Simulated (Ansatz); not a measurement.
Al3Cu, space group Pm-3m, a charge-density difference against the sublattices

Program: Ansatz's Python interface.

Notebook, run cell by cell (the value of a cell's last expression is shown):

```python
import ansatz as az
import numpy as np

VECTORS = np.array([
    [3.924151, 0.0, 0.0],
    [0.0, 3.924151, 0.0],
    [0.0, 0.0, 3.924151],
])
SITES = [
    ("Al", (0.0, 0.5, 0.5)),
    ("Al", (0.5, 0.0, 0.5)),
    ("Al", (0.5, 0.5, 0.0)),
    ("Cu", (0.0, 0.0, 0.0)),
]
```

```python
def make_crystal(cell):
    crystal = az.Crystal(lattice=az.Lattice.of(cell))
    for symbol, position in SITES:
        crystal = crystal.atom(symbol, position)
    return crystal
```

```python
# one cutoff and one grid for all runs, so that the fields can be subtracted
def solve(crystal):
    return (
        crystal.calculation()
        .occupations("fermi_dirac", width=0.05)
        .functional("lda")
        .basis(460, grid_basis="typed")
        .kpoints(6, 6, 6)
        .density()
        .run(threads=1)
    )
```

```python
whole = solve(make_crystal(VECTORS))
difference = whole.density().channels[0].density_e_per_ang3.copy()
binding = whole.report["free_energy_ev"]
for element in ["Al", "Cu"]:
    part = az.Crystal(lattice=az.Lattice.of(VECTORS))
    for symbol, position in SITES:
        if symbol == element:
            part = part.atom(symbol, position)
    alone = solve(part)
    difference -= alone.density().channels[0].density_e_per_ang3
    binding -= alone.report["free_energy_ev"]
    print(f"{element} sublattice: {alone.report['n_electrons']:g} electrons, {alone.report['n_iterations']} iterations")
```

    Al sublattice: 9 electrons, 6 iterations
    Cu sublattice: 19 electrons, 7 iterations

```python
voxel = abs(np.linalg.det(VECTORS)) / difference.size
print(f"energy of the crystal less its unpolarised sublattices: {binding / len(SITES):.4f} eV/atom")
print(f"net charge of the difference {difference.sum() * voxel:.5f} e, charge rearranged {0.5 * np.abs(difference).sum() * voxel:.3f} e")
print(f"extremes {difference.min():.4f} and {difference.max():.4f} e/A^3")
for (symbol, position) in SITES:
    index = tuple(int(round(p * n)) % n for p, n in zip(position, difference.shape))
    print(f"  change of the pseudo-density at the grid point nearest {symbol}: {difference[index]:+.4f} e/A^3")
profile = difference.mean(axis=(0, 1))
print("planar mean along the third vector:", np.round(profile[:: max(len(profile) // 12, 1)], 4))
```

    energy of the crystal less its unpolarised sublattices: -1.1123 eV/atom
    net charge of the difference -0.00000 e, charge rearranged 0.494 e
    extremes -0.7794 and 0.0418 e/A^3
      change of the pseudo-density at the grid point nearest Al: -0.0097 e/A^3
      change of the pseudo-density at the grid point nearest Al: -0.0097 e/A^3
      change of the pseudo-density at the grid point nearest Al: -0.0097 e/A^3
      change of the pseudo-density at the grid point nearest Cu: -0.7794 e/A^3
    planar mean along the third vector: [-0.0115 -0.0046  0.0051  0.0095  0.008   0.0022 -0.0049 -0.0097 -0.0097
     -0.0049  0.0022  0.008   0.0095  0.0051 -0.0046]

For a metal this k-point mesh is coarse: on a finer one energies can move by several to tens of meV an atom and pressures by half a GPa or more, differences at one mesh by less. Densities and potentials on the grid are those of the valence electrons, and inside the cores they hang on the potentials used. This cell is a computed structure, which may not be the phase found in nature. Charge moved counts every rearrangement, bonding and polarisation too, and is no transfer between atoms; the bare sublattices are artificial references. Values near the nuclei depend on the potentials. Run time: 3.8 s on 1 thread of Arm Neoverse V1 (shared host), peak memory 0.37 GiB.
